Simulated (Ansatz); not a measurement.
# InH2O (SMILES [OH][InH]): levels of theory compared

We compute a comparison of 6 runs (U-r2SCAN0/STO-3G, U-wB97X/STO-3G, UBLYP/STO-3G, UCAM-B3LYP/STO-3G, UBCCD(T)/STO-3G, UCCSD/STO-3G) of InH2O. 

Program for the calculation: Ansatz 0.2.0.

46 further runs of the same task are left out: 8 that didn't finish, 38 set aside as unsound or not needed.

**1. The structure to begin with**

The species is InH2O (4 atoms), meant as a doublet with charge 0. As SMILES, `[OH][InH]`. The In2–O1 distance was set to 5.008 Å, away from the relaxed value. At this shape a bond of the SMILES string is far longer than usual.

Bond lengths: O1–H3 0.960 Å, In2–H4 1.767 Å.

**2. A single-point energy at U-r2SCAN0/STO-3G (run 1)**

File run.yaml:

```yaml
crystal:
  periodic: [false, false, false]
  atoms:
    - {symbol: O, position_ang: [-1.591845, -3.671390, 0.870248]}
    - {symbol: In, position_ang: [0.563900, 0.746600, -0.088500]}
    - {symbol: H, position_ang: [-1.056645, -4.280190, 1.384348]}
    - {symbol: H, position_ang: [-0.446700, 1.843000, -1.036000]}
basis:
  gaussian:
    orbitals: STO-3G
magnetization:
  spin_polarized: true
  initial_magnetization: 1
hamiltonian:
  xc: {name: r2SCAN0}
accuracy: high
```

On the command line:

```
ansatz run run.yaml --threads 1 --pin off --max-ram 2610MiB --events-out events.jsonl --progress --plain --runs-dir runs
```

The log of the run:

```text
Warning: RAYON_NUM_THREADS=1 ignored (pool sized by the plan → 1); use --threads N
Functional definition: r2SCAN0
  name "r2SCAN0"
  parameter a = 0.25
  parameter k0 = 0.174
  parameter k1 = 0.065
  parameter a1 = 4.9479
  exchange = (1 - a)*r2scan_x(k0 = k0, k1 = k1, a1 = a1) + a*exact_x
  correlation = r2scan_c
563 factors; integrals over basis functions are off by at most 3.2e-8 eV
mean field evaluation 1: about -156733.2573 eV, gradient 1.9e1 eV
mean field evaluation 2: about -156418.4381 eV, gradient 6.8e1 eV
mean field evaluation 4: about -156618.1523 eV, gradient 4.9e1 eV
mean field evaluation 8: about -156735.4841 eV, gradient 1.1e1 eV
mean field evaluation 16: about -156745.2313 eV, gradient 1.1e-4 eV
mean field evaluation 32: about -156744.4138 eV, gradient 3.3e0 eV
mean field -156745.23125187 eV, -5760.2810027725 hartree, gradient 2.1e-8 eV, S^2 0.751423; 6 other end points of the search recorded, 0 dependent functions left out
reference -156745.23125270 eV, -5760.2810028031 hartree; 30, 29 occupied and 4, 5 virtual orbitals, 563 factors
Total energy: -156745.23125270 eV, -5760.2810028031 hartree
```

Wall time 26 s (1 thread of Arm Neoverse V2, shared host); peak memory 0.26 GiB.

**3. A single-point energy at U-wB97X/STO-3G (run 2)**

Edit run.yaml of step 2 so:

```diff
@@ -10,2 +10,5 @@
     orbitals: STO-3G
+accuracy: high
+hamiltonian:
+  xc: {name: wB97X}
 magnetization:
@@ -13,4 +16 @@
   initial_magnetization: 1
-hamiltonian:
-  xc: {name: r2SCAN0}
-accuracy: high
```

On the command line:

```
ansatz run run.yaml --threads 1 --pin off --max-ram 2610MiB --events-out events.jsonl --progress --plain --runs-dir runs
```

The log of the run, shortened:

```text
Warning: RAYON_NUM_THREADS=1 ignored (pool sized by the plan → 1); use --threads N
Functional definition: wB97X
  name "wB97X"
[...]
      + exact_x_lr(omega)
[...]
      + integral(e_c_pw_opposite_spin*poly(b97_u_opposite, 1, cos1, cos2, cos3, cos4))
563 factors; integrals over basis functions are off by at most 3.2e-8 eV
142 factors; integrals over basis functions are off by at most 1.2e-9 eV
[...]
mean field -156741.95912098 eV, -5760.1607541804 hartree, gradient 8.6e-8 eV, S^2 0.751240; 6 other end points of the search recorded, 0 dependent functions left out
reference -156741.95911896 eV, -5760.1607541059 hartree; 30, 29 occupied and 4, 5 virtual orbitals, 563 factors
Total energy: -156741.95911896 eV, -5760.1607541059 hartree
```

Wall time 76 s (1 thread of Arm Neoverse V2, shared host); peak memory 0.43 GiB.

Runs 3 to 5 aren't shown in full; the table further down has their settings and results.

**4. The energy at UCCSD/STO-3G (run 6)**

File run.yaml:

```yaml
crystal:
  periodic: [false, false, false]
  atoms:
    - symbol: O
      position_ang: [-1.591845, -3.671390, 0.870248]
    - symbol: In
      position_ang: [0.563900, 0.746600, -0.088500]
    - symbol: H
      position_ang: [-1.056645, -4.280190, 1.384348]
    - symbol: H
      position_ang: [-0.446700, 1.843000, -1.036000]
basis:
  gaussian:
    orbitals: STO-3G
magnetization:
  spin_polarized: true
  initial_magnetization: 1
correlation:
  method: ccsd
  frozen_orbitals: {H: 0, In: 18, O: 1}
accuracy: high
scf:
  omitted_lower_state_checks: [cluster_reference, increment]
```

On the command line:

```
ansatz run run.yaml --threads 1 --pin off --max-ram 2610MiB --events-out events.jsonl --progress --plain --runs-dir runs
```

The log of the run:

```text
Warning: RAYON_NUM_THREADS=1 ignored (pool sized by the plan → 1); use --threads N
[... 19 lines left out ...]
19 core orbitals not correlated: weight in the atoms' cores, before any rotation towards them, 1.000 or more for the frozen orbitals, at most 0.000 for the correlated occupied ones
[... 81 lines left out ...]
Total energy: -156677.88335935 eV, -5757.8060133725 hartree
Checks for a lower state left out: cluster_reference, increment
```

It took 4.8 s on 1 thread of Arm Neoverse V2, shared host; peak memory 0.14 GiB.

**5. All runs side by side**

```
run              level  frozen core orbitals   energy (Eh)   ⟨S²⟩  wall time
  1   U-r2SCAN0/STO-3G                     –  -5760.281003  0.751       26 s
  2     U-wB97X/STO-3G                     –  -5760.160754  0.751       76 s
  3       UBLYP/STO-3G                     –  -5759.839493  0.751       14 s
  4  UCAM-B3LYP/STO-3G                     –  -5760.157174  0.751       10 s
  5    UBCCD(T)/STO-3G                    19  -5757.806090  0.848      4.8 s
  6       UCCSD/STO-3G                    19  -5757.806013  0.848      4.8 s
```

**6. Summary of results**

```
                                           quantity           value
                                run 6: total energy  -5757.80601 Eh
run 6: correlation energy (19 core orbitals frozen)       -66.5 mEh
           run 6: ⟨S²⟩ of the reference determinant           0.848
                               run 6: T1 diagnostic           0.030
```

What this shows: Totals of different functionals can't be ranked against each other. In runs 1, 2, 3, 4, 5, 6 the basis is minimal, so the values are rough. In runs 1, 2, 3, 4, 5, 6 relativity is left out where basis or elements ask for it. All runs together took 2.3 min, the longest 76 s.
